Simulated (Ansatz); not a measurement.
**PdTe (TePd-type): one cell, many starting occupations (series 2), part 1 of 2**

Aim: start the open shells of PdTe (TePd-type) from different occupation matrices at one fixed cell, and see in which states the SCF ends. Cell and atoms stay fixed.

Program: Ansatz 0.2.0. Level of theory: DFT LDA without U, plane waves, PAW. These are calculated values, not measurements.

### 1 The structure to begin with

Symmetry: P6_3/mmc, No. 194, hexagonal system. The conventional cell has a = 4.152 Å, b = 4.152 Å, c = 5.672 Å, α = 90.00°, β = 90.00°, γ = 120.00°. Te (site symmetry -6m2) has 6 Pd at 2.79 Å as nearest neighbours. Pd (site symmetry -3m) is surrounded by 6 Te at 2.79 Å and 2 Pd at 2.84 Å.

Structure file:

```cif
data_structure
_symmetry_space_group_name_H-M 'P 1'
_symmetry_Int_Tables_number 1
_cell_length_a 4.1521
_cell_length_b 4.1521
_cell_length_c 5.6719
_cell_angle_alpha 90.000
_cell_angle_beta 90.000
_cell_angle_gamma 120.000
_cell_volume 84.68
loop_
_atom_site_label
_atom_site_type_symbol
_atom_site_fract_x
_atom_site_fract_y
_atom_site_fract_z
_atom_site_occupancy
Te1 Te 0.33333 0.66667 0.25000 1
Te2 Te 0.66667 0.33333 0.75000 1
Pd1 Pd 0.00000 0.00000 0.00000 1
Pd2 Pd 0.00000 0.00000 0.50000 1
```

Magnetic order typed: ferromagnetic.

The runs: random orbitals: single harmonics, second filling; random orbitals: fully mixed, first filling; random orbitals: single harmonics, first filling; random orbitals: fully mixed, one electron fewer; random orbitals: drawn by pairs, second filling.

An earlier series on this cell reached its lowest free state from «natural orbitals of the symmetric run, filled by rank», perhaps among other starts (it ended without moments).

### 2 Random orbitals: single harmonics, second filling

The input, input.yaml:

```yaml
crystal:
  lattice:
    - [4.15209743, 0.0, 0.0]
    - [-2.07604871, 3.59582185, 0.0]
    - [0.0, 0.0, 5.6718989]
  atoms:
    - { symbol: Te, position: [0.3333333333, 0.6666666667, 0.25] }
    - { symbol: Te, position: [0.6666666667, 0.3333333333, 0.75] }
    - { symbol: Pd, position: [0.0, 0.0, 0.0], spin: 0.3 }
    - { symbol: Pd, position: [0.0, 0.0, 0.5], spin: 0.3 }
basis:
  ecutwfc: 420
  ecutrho_ratio: 4
kpoints:
  mp_grid: { grid: [5, 5, 4] }
hamiltonian:
  xc: lda
  hubbard:
    sites:
      - { site: 2, l: d, u_eff: 0.0, starting_ns: [{ spin: up, occupation_matrix: s2up }, { spin: down, occupation_matrix: s2down }] }
      - { site: 3, l: d, u_eff: 0.0, starting_ns: [{ spin: up, occupation_matrix: s3up }, { spin: down, occupation_matrix: s3down }] }
    occupation_matrices:
      s2up:
        matrix:
          - [0.97, 0.0, 0.0, 0.0, 0.0]
          - [0.0, 0.97, 0.0, 0.0, 0.0]
          - [0.0, 0.0, 0.97, 0.0, 0.0]
          - [0.0, 0.0, 0.0, 0.02, 0.0]
          - [0.0, 0.0, 0.0, 0.0, 0.97]
      s2down:
        matrix:
          - [0.97, 0.0, 0.0, 0.0, 0.0]
          - [0.0, 0.97, 0.0, 0.0, 0.0]
          - [0.0, 0.0, 0.02, 0.0, 0.0]
          - [0.0, 0.0, 0.0, 0.97, 0.0]
          - [0.0, 0.0, 0.0, 0.0, 0.97]
      s3up:
        matrix:
          - [0.97, 0.0, 0.0, 0.0, 0.0]
          - [0.0, 0.97, 0.0, 0.0, 0.0]
          - [0.0, 0.0, 0.97, 0.0, 0.0]
          - [0.0, 0.0, 0.0, 0.97, 0.0]
          - [0.0, 0.0, 0.0, 0.0, 0.02]
      s3down:
        matrix:
          - [0.97, 0.0, 0.0, 0.0, 0.0]
          - [0.0, 0.97, 0.0, 0.0, 0.0]
          - [0.0, 0.0, 0.02, 0.0, 0.0]
          - [0.0, 0.0, 0.0, 0.97, 0.0]
          - [0.0, 0.0, 0.0, 0.0, 0.97]
    ns_hold: { iters: 5 }
scf:
  occupations: { method: gaussian, width: 0.05 }
  lower_state_search: "off"
  max_iter: 150
output:
  forces: true
  stress: true
  eigenvalues: true
  populations: true
  hubbard: { sites: [{ site: 2, l: d }, { site: 3, l: d }] }
magnetization:
  spin_polarized: true
```

The typed matrices put 0.97 on the chosen orbitals and 0.02 on the others, and are held for 5 cycles.

Run with:

```bash
> ansatz run input.yaml --threads 2 --pin off --max-ram 3072MiB --backend cpu --events-out ev --progress --plain --runs-dir out
```

Output, shortened:

```text
Warning: crystal.symmetry: narrowed to the stabiliser of the occupation matrices — unitary ops 24 → 4; lowered by the specified shells (site 2, l: d), (site 3, l: d); largest admitted image defect 2.6e-9, smallest excluded 7.1e-1 — at a splitting's scale: the group the occupation [...]
Warning: RAYON_NUM_THREADS=2 ignored (pool sized by the plan → 2); use --threads N
Te: projections on atomic orbitals take those of the free atom [Kr] 4d10 5s2 5p4, of charge +0.00 (hamiltonian.pseudopotentials.projection_atoms); the dataset's partial waves leave at most 7.8e-6 of an orbital's norm unspanned inside its sphere
Pd: projections on atomic orbitals take those of the free atom [Ar 3d10] 4s2 4p6 4d10, of charge +0.00 (hamiltonian.pseudopotentials.projection_atoms); the dataset's partial waves leave at most 1.0e-5 of an orbital's norm unspanned inside its sphere
[...]
Pseudopotentials: kind: paw
Pseudopotential: Te, paw, valence charge 16, recommended cutoff 420 eV (normal), Te.paw.azcp
Pseudopotential: Pd, paw, valence charge 18, recommended cutoff 420 eV (normal), Pd.paw.azcp
Functional definition: SPW92
[...]
Crystal: 4 atoms, lattice volume = 84.683 Å³
Basis set: ecut = 420 eV, 1645 PW (Γ)
Bands: 42, of which v1, the nominal top of the filled ones, is band 34 counted from 1 (33 counted from 0)
Symmetry: 4 space group operations
k-points: 33 of 100
[...]
Starting moments: Σ|m| = 0.6 μB on 2 of 4 sites
[...]
SCF iter   1: F=—  HF=-27336.787887 eV  |F-HF|=—  |Δ(HF+E_count)|=         —  Δρ=1.05e-1 (↑1.05e-1 ↓8.88e-2)  dr2=2.94e1  dr2_m=2.39e0  M=0.000 μB ∫|m|=2.470 μB  β_m=0.30  ethr=3.10e-3  ⟨swp⟩=7.6  Hψ=11235  notcnv=0  defer=2
[...]
spin=Collinear: Resta preconditioning applied to the charge; magnetization (m = ρ↑ − ρ↓) channel mixes plain (no charge-response kernel on spin).
[...]
WARN: the starting moments were not kept: the SCF closed with an absolute magnetisation of 4.2e-6 μB, where they sum to 0.6 μB in size (2 sites). That is at most 0.1 of that sum. Measured as dr2_m measures the in/out step, that magnetisation stands 1.1e-12 eV from none, at or under the [...]
WARN: hamiltonian.hubbard: on 4 of 4 specified blocks the occupation matrix of this SCF's result fails the test of the specified filling. At site 2 ↑ (sites count from 0 in the list of atoms of the cell that this SCF solves) the least filled combination of the orbitals specified full has [...]
--- Forces (eV/Å), atoms counted from 1 ---
  atom   1  Te     0.00000000     0.00000162     0.00001532
  atom   2  Te    -0.00000000    -0.00000162    -0.00001532
  atom   3  Pd    -0.00000000     0.00000000     0.00000000
  atom   4  Pd     0.00000000     0.00000000     0.00000000
[...]
--- Stress (GPa, compression-positive) ---
       -3.481416       0.000000       0.000000
        0.000000      -3.481390       0.000011
        0.000000       0.000011      -4.500478
  P = ⅓ Tr σ = -3.8211 GPa (-38.211 kbar)
--- Band table (eV; the first three rows and the last of 66) ---
[...]
Occupation matrices written to <dir>
--- Löwdin populations: 4 sites ---
  site symbol       q [e]    m [muB]
     0     Te     16.4033     0.0000
     1     Te     16.4033     0.0000
     2     Pd     17.3367    -0.0000
     3     Pd     17.3367    -0.0000
  spilling = 0.007648 (of n_electrons = 68.000000)
--- Occupation matrices: 2 shells (run DFT+U table (all-electron-ortho-atomic); ε = 2.00e-2, provisional) ---
  Pd2 d_4D: site group D3d (-3m)
  Pd2 d_4D up     Tr n = 4.6654  λ = 0.864 0.864 0.970 0.984 0.984  [2× xz 0.28 Eg(1.00) | 3× z2 0.33 Eg(0.67)]
  Pd2 d_4D dn     Tr n = 4.6654  λ = 0.864 0.864 0.970 0.984 0.984  [2× xz 0.28 Eg(1.00) | 3× z2 0.33 Eg(0.67)]
  specified occupation → Pd2 d_4D up: matrix, ‖Δ‖_F = 0.9226, Tr Δ = -0.7654, displaced = 0.5458, d_λ = 0.8508; orbital distance = 1.0295
  specified occupation → Pd2 d_4D dn: matrix, ‖Δ‖_F = 0.9078, Tr Δ = -0.7654, displaced = 0.5316, d_λ = 0.8508; orbital distance = 0.9696
  Pd3 d_4D: site group D3d (-3m)
  Pd3 d_4D up     Tr n = 4.6654  λ = 0.864 0.864 0.970 0.984 0.984  [2× xz 0.28 Eg(1.00) | 3× z2 0.33 Eg(0.67)]
  Pd3 d_4D dn     Tr n = 4.6654  λ = 0.864 0.864 0.970 0.984 0.984  [2× xz 0.28 Eg(1.00) | 3× z2 0.33 Eg(0.67)]
  specified occupation → Pd3 d_4D up: matrix, ‖Δ‖_F = 0.9226, Tr Δ = -0.7654, displaced = 0.5458, d_λ = 0.8508; orbital distance = 1.0295
  specified occupation → Pd3 d_4D dn: matrix, ‖Δ‖_F = 0.9078, Tr Δ = -0.7654, displaced = 0.5316, d_λ = 0.8508; orbital distance = 0.9696
  Tr n, λ and their labels are of the run-group-symmetrised matrices; stabiliser: 48 of 48 elements of G0×{1,Θ} (closed), max defect 5.5e-6 at τ = 4.2e-3
```

Run time: 13 s. Hardware: 2 threads of Arm Neoverse V2, shared host; peak memory 0.57 GiB.

End state: no gap, pressure -3.8 GPa, no moment over 0.05 μB in any sphere, largest force component 0.00 eV/Å, 4 symmetry operations imposed. The program reports that the typed filling wasn't kept.

How the shells are filled (orbitals counted by the eigenvalues of the occupation matrices):

```tsv
shell	channel	electrons	over 0.8	0.2 to 0.8	under 0.2
Pd 4d (atom 3)	up	4.67	5	0	0
Pd 4d (atom 3)	down	4.67	5	0	0
```

### 3 Random orbitals: fully mixed, first filling

The input, input.yaml:

```yaml
crystal:
  lattice:
    - [4.15209743, 0.0, 0.0]
    - [-2.07604871, 3.59582185, 0.0]
    - [0.0, 0.0, 5.6718989]
  atoms:
    - { symbol: Te, position: [0.3333333333, 0.6666666667, 0.25] }
    - { symbol: Te, position: [0.6666666667, 0.3333333333, 0.75] }
    - { symbol: Pd, position: [0.0, 0.0, 0.0], spin: 2.0 }
    - { symbol: Pd, position: [0.0, 0.0, 0.5], spin: 2.0 }
basis:
  ecutwfc: 420
  ecutrho_ratio: 4
kpoints:
  mp_grid: { grid: [5, 5, 4] }
hamiltonian:
  xc: lda
  hubbard:
    sites:
      - { site: 2, l: d, u_eff: 0.0, starting_ns: [{ spin: up, occupation_matrix: s2up }, { spin: down, occupation_matrix: s2down }] }
      - { site: 3, l: d, u_eff: 0.0, starting_ns: [{ spin: up, occupation_matrix: s3up }, { spin: down, occupation_matrix: s3down }] }
    occupation_matrices:
      s2up:
        matrix:
          - [0.97, 0.0, 0.0, 0.0, 0.0]
          - [0.0, 0.97, 0.0, 0.0, 0.0]
          - [0.0, 0.0, 0.97, 0.0, 0.0]
          - [0.0, 0.0, 0.0, 0.97, 0.0]
          - [0.0, 0.0, 0.0, 0.0, 0.97]
      s2down:
        matrix:
          - [0.91224, 0.11725, 0.07929, 0.03844, 0.17328]
          - [0.11725, 0.63691, -0.18489, 0.20584, -0.33939]
          - [0.07929, -0.18489, 0.85513, 0.01874, -0.23475]
          - [0.03844, 0.20584, 0.01874, 0.09716, -0.15215]
          - [0.17328, -0.33939, -0.23475, -0.15215, 0.44856]
      s3up:
        matrix:
          - [0.97, 0.0, 0.0, 0.0, 0.0]
          - [0.0, 0.97, 0.0, 0.0, 0.0]
          - [0.0, 0.0, 0.97, 0.0, 0.0]
          - [0.0, 0.0, 0.0, 0.97, 0.0]
          - [0.0, 0.0, 0.0, 0.0, 0.97]
      s3down:
        matrix:
          - [0.91793, -0.16209, 0.00499, -0.06805, -0.1258]
          - [-0.16209, 0.36873, 0.15505, -0.35395, -0.18461]
          - [0.00499, 0.15505, 0.76822, 0.21157, -0.28662]
          - [-0.06805, -0.35395, 0.21157, 0.67219, 0.13982]
          - [-0.1258, -0.18461, -0.28662, 0.13982, 0.22293]
    ns_hold: until_converged
scf:
  occupations: { method: gaussian, width: 0.05 }
  lower_state_search: "off"
  max_iter: 150
output:
  forces: true
  stress: true
  eigenvalues: true
  populations: true
  hubbard: { sites: [{ site: 2, l: d }, { site: 3, l: d }] }
magnetization:
  spin_polarized: true
```

The typed matrices put 0.97 on the chosen orbitals and 0.02 on the others, and are held until the SCF converges, then released.

Run with:

```bash
> ansatz run input.yaml --threads 2 --pin off --max-ram 3072MiB --backend cpu --events-out ev --progress --plain --runs-dir out
```

Output, shortened:

```text
Warning: crystal.symmetry: narrowed to the stabiliser of the occupation matrices — unitary ops 24 → 2; lowered by the specified shells (site 2, l: d), (site 3, l: d); largest admitted image defect 4.4e-16, smallest excluded 5.2e-1 — at a splitting's scale: the group the occupation [...]
Warning: RAYON_NUM_THREADS=2 ignored (pool sized by the plan → 2); use --threads N
Te: projections on atomic orbitals take those of the free atom [Kr] 4d10 5s2 5p4, of charge +0.00 (hamiltonian.pseudopotentials.projection_atoms); the dataset's partial waves leave at most 7.8e-6 of an orbital's norm unspanned inside its sphere
Pd: projections on atomic orbitals take those of the free atom [Ar 3d10] 4s2 4p6 4d10, of charge +0.00 (hamiltonian.pseudopotentials.projection_atoms); the dataset's partial waves leave at most 1.0e-5 of an orbital's norm unspanned inside its sphere
[...]
[... 4 set-up lines as earlier in the session ...]
[...]
Crystal: 4 atoms, lattice volume = 84.683 Å³
Basis set: ecut = 420 eV, 1645 PW (Γ)
Bands: 44, of which v1, the nominal top of the filled ones, is band 34 counted from 1 (33 counted from 0)
[...]
WARN: the starting moments were not kept: the SCF closed with an absolute magnetisation of 2.0e-6 μB, where they sum to 4 μB in size (2 sites). That is at most 0.1 of that sum. Measured as dr2_m measures the in/out step, that magnetisation stands 4.0e-13 eV from none, at or under the [...]
WARN: hamiltonian.hubbard: on 2 of 4 specified blocks the occupation matrix of this SCF's result fails the test of the specified filling. At site 2 ↓ (sites count from 0 in the list of atoms of the cell that this SCF solves) the least filled combination of the orbitals specified full has [...]
--- Löwdin populations: 4 sites ---
  site symbol       q [e]    m [muB]
     0     Te     16.4033    -0.0000
     1     Te     16.4033    -0.0000
     2     Pd     17.3367    -0.0000
     3     Pd     17.3367    -0.0000
  spilling = 0.007648 (of n_electrons = 68.000000)
--- Occupation matrices: 2 shells (run DFT+U table (all-electron-ortho-atomic); ε = 2.00e-2, provisional) ---
  Pd2 d_4D: site group D3d (-3m)
  Pd2 d_4D up     Tr n = 4.6654  λ = 0.864 0.864 0.970 0.984 0.984  [2× xz 0.28 Eg(1.00) | 3× z2 0.33 Eg(0.67)]
  Pd2 d_4D dn     Tr n = 4.6654  λ = 0.864 0.864 0.970 0.984 0.984  [2× xz 0.28 Eg(1.00) | 3× z2 0.33 Eg(0.67)]
  specified occupation → Pd2 d_4D up: matrix, ‖Δ‖_F = 0.1513, Tr Δ = +0.1846, displaced = 0.1199, d_λ = 0.1513; orbital distance = 0.0000
  specified occupation → Pd2 d_4D dn: matrix, ‖Δ‖_F = 1.2629, Tr Δ = -1.7154, displaced = 0.9340, d_λ = 1.1936; orbital distance = 1.2287
  Pd3 d_4D: site group D3d (-3m)
  Pd3 d_4D up     Tr n = 4.6654  λ = 0.864 0.864 0.970 0.984 0.984  [2× xz 0.28 Eg(1.00) | 3× z2 0.33 Eg(0.67)]
  Pd3 d_4D dn     Tr n = 4.6654  λ = 0.864 0.864 0.970 0.984 0.984  [2× xz 0.28 Eg(1.00) | 3× z2 0.33 Eg(0.67)]
  specified occupation → Pd3 d_4D up: matrix, ‖Δ‖_F = 0.1513, Tr Δ = +0.1846, displaced = 0.1199, d_λ = 0.1513; orbital distance = 0.0000
  specified occupation → Pd3 d_4D dn: matrix, ‖Δ‖_F = 1.2862, Tr Δ = -1.7154, displaced = 0.9636, d_λ = 1.1936; orbital distance = 1.4244
  Tr n, λ and their labels are of the run-group-symmetrised matrices; stabiliser: 48 of 48 elements of G0×{1,Θ} (closed), max defect 7.7e-7 at τ = 4.2e-3
```

Run time: 40 s. Hardware: 2 threads of Arm Neoverse V2, shared host; peak memory 0.68 GiB.

End state: no gap, pressure -3.8 GPa, no moment over 0.05 μB in any sphere, largest force component 0.00 eV/Å, 2 symmetry operations imposed. The program reports that the typed filling wasn't kept.

The shells' filling, with natural orbitals sorted by occupation:

```tsv
shell	channel	electrons	over 0.8	0.2 to 0.8	under 0.2
Pd 4d (atom 3)	up	4.67	5	0	0
Pd 4d (atom 3)	down	4.67	5	0	0
```

### 4 Random orbitals: single harmonics, first filling

input.yaml, as its differences from that of step 3:

```diff
@@ -31,7 +31,7 @@
         matrix:
-          - [0.91224, 0.11725, 0.07929, 0.03844, 0.17328]
-          - [0.11725, 0.63691, -0.18489, 0.20584, -0.33939]
-          - [0.07929, -0.18489, 0.85513, 0.01874, -0.23475]
-          - [0.03844, 0.20584, 0.01874, 0.09716, -0.15215]
-          - [0.17328, -0.33939, -0.23475, -0.15215, 0.44856]
+          - [0.02, 0.0, 0.0, 0.0, 0.0]
+          - [0.0, 0.97, 0.0, 0.0, 0.0]
+          - [0.0, 0.0, 0.97, 0.0, 0.0]
+          - [0.0, 0.0, 0.0, 0.02, 0.0]
+          - [0.0, 0.0, 0.0, 0.0, 0.97]
       s3up:
@@ -45,7 +45,7 @@
         matrix:
-          - [0.91793, -0.16209, 0.00499, -0.06805, -0.1258]
-          - [-0.16209, 0.36873, 0.15505, -0.35395, -0.18461]
-          - [0.00499, 0.15505, 0.76822, 0.21157, -0.28662]
-          - [-0.06805, -0.35395, 0.21157, 0.67219, 0.13982]
-          - [-0.1258, -0.18461, -0.28662, 0.13982, 0.22293]
+          - [0.97, 0.0, 0.0, 0.0, 0.0]
+          - [0.0, 0.97, 0.0, 0.0, 0.0]
+          - [0.0, 0.0, 0.97, 0.0, 0.0]
+          - [0.0, 0.0, 0.0, 0.02, 0.0]
+          - [0.0, 0.0, 0.0, 0.0, 0.02]
     ns_hold: until_converged
```

The typed matrices put 0.97 on the chosen orbitals and 0.02 on the others, and are held until the SCF converges, then released.

Run with:

```bash
> ansatz run input.yaml --threads 2 --pin off --max-ram 3072MiB --backend cpu --events-out ev --progress --plain --runs-dir out
```

Output, shortened:

```text
Warning: crystal.symmetry: narrowed to the stabiliser of the occupation matrices — unitary ops 24 → 4; lowered by the specified shells (site 2, l: d), (site 3, l: d); largest admitted image defect 2.6e-9, smallest excluded 7.1e-1 — at a splitting's scale: the group the occupation [...]
Warning: RAYON_NUM_THREADS=2 ignored (pool sized by the plan → 2); use --threads N
Te: projections on atomic orbitals take those of the free atom [Kr] 4d10 5s2 5p4, of charge +0.00 (hamiltonian.pseudopotentials.projection_atoms); the dataset's partial waves leave at most 7.8e-6 of an orbital's norm unspanned inside its sphere
Pd: projections on atomic orbitals take those of the free atom [Ar 3d10] 4s2 4p6 4d10, of charge +0.00 (hamiltonian.pseudopotentials.projection_atoms); the dataset's partial waves leave at most 1.0e-5 of an orbital's norm unspanned inside its sphere
[...]
[... 4 set-up lines as earlier in the session ...]
[...]
Crystal: 4 atoms, lattice volume = 84.683 Å³
Basis set: ecut = 420 eV, 1645 PW (Γ)
Bands: 44, of which v1, the nominal top of the filled ones, is band 34 counted from 1 (33 counted from 0)
[...]
WARN: the starting moments were not kept: the SCF closed with an absolute magnetisation of 5.7e-6 μB, where they sum to 4 μB in size (2 sites). That is at most 0.1 of that sum. Measured as dr2_m measures the in/out step, that magnetisation stands 6.2e-12 eV from none, at or under the [...]
WARN: hamiltonian.hubbard: on 2 of 4 specified blocks the occupation matrix of this SCF's result fails the test of the specified filling. At site 2 ↓ (sites count from 0 in the list of atoms of the cell that this SCF solves) the least filled combination of the orbitals specified full has [...]
--- Löwdin populations: 4 sites ---
  site symbol       q [e]    m [muB]
     0     Te     16.4033    -0.0000
     1     Te     16.4033    -0.0000
     2     Pd     17.3367    -0.0000
     3     Pd     17.3367    -0.0000
  spilling = 0.007648 (of n_electrons = 68.000000)
--- Occupation matrices: 2 shells (run DFT+U table (all-electron-ortho-atomic); ε = 2.00e-2, provisional) ---
  Pd2 d_4D: site group D3d (-3m)
  Pd2 d_4D up     Tr n = 4.6654  λ = 0.864 0.864 0.970 0.984 0.984  [2× yz 0.28 Eg(1.00) | 3× z2 0.33 Eg(0.67)]
  Pd2 d_4D dn     Tr n = 4.6654  λ = 0.864 0.864 0.970 0.984 0.984  [2× xz 0.28 Eg(1.00) | 3× z2 0.33 Eg(0.67)]
  specified occupation → Pd2 d_4D up: matrix, ‖Δ‖_F = 0.1513, Tr Δ = +0.1846, displaced = 0.1199, d_λ = 0.1513; orbital distance = 0.0000
  specified occupation → Pd2 d_4D dn: matrix, ‖Δ‖_F = 1.3244, Tr Δ = -1.7154, displaced = 1.0208, d_λ = 1.1936; orbital distance = 1.7663
  Pd3 d_4D: site group D3d (-3m)
  Pd3 d_4D up     Tr n = 4.6654  λ = 0.864 0.864 0.970 0.984 0.984  [2× xz 0.28 Eg(1.00) | 3× z2 0.33 Eg(0.67)]
  Pd3 d_4D dn     Tr n = 4.6654  λ = 0.864 0.864 0.970 0.984 0.984  [2× xz 0.28 Eg(1.00) | 3× z2 0.33 Eg(0.67)]
  specified occupation → Pd3 d_4D up: matrix, ‖Δ‖_F = 0.1513, Tr Δ = +0.1846, displaced = 0.1199, d_λ = 0.1513; orbital distance = 0.0000
  specified occupation → Pd3 d_4D dn: matrix, ‖Δ‖_F = 1.2960, Tr Δ = -1.7154, displaced = 0.9717, d_λ = 1.1936; orbital distance = 1.4964
  Tr n, λ and their labels are of the run-group-symmetrised matrices; stabiliser: 48 of 48 elements of G0×{1,Θ} (closed), max defect 1.4e-6 at τ = 4.2e-3
```

Wall time 27 s (2 threads of Arm Neoverse V2, shared host); peak memory 0.58 GiB.

End state: no gap, pressure -3.8 GPa, no moment over 0.05 μB in any sphere, largest force component 0.00 eV/Å, 4 symmetry operations imposed. The program reports that the typed filling wasn't kept.

How the shells are filled (orbitals counted by the eigenvalues of the occupation matrices):

```tsv
shell	channel	electrons	over 0.8	0.2 to 0.8	under 0.2
Pd 4d (atom 3)	up	4.67	5	0	0
Pd 4d (atom 3)	down	4.67	5	0	0
```

(Continued in part 2 of 2.)
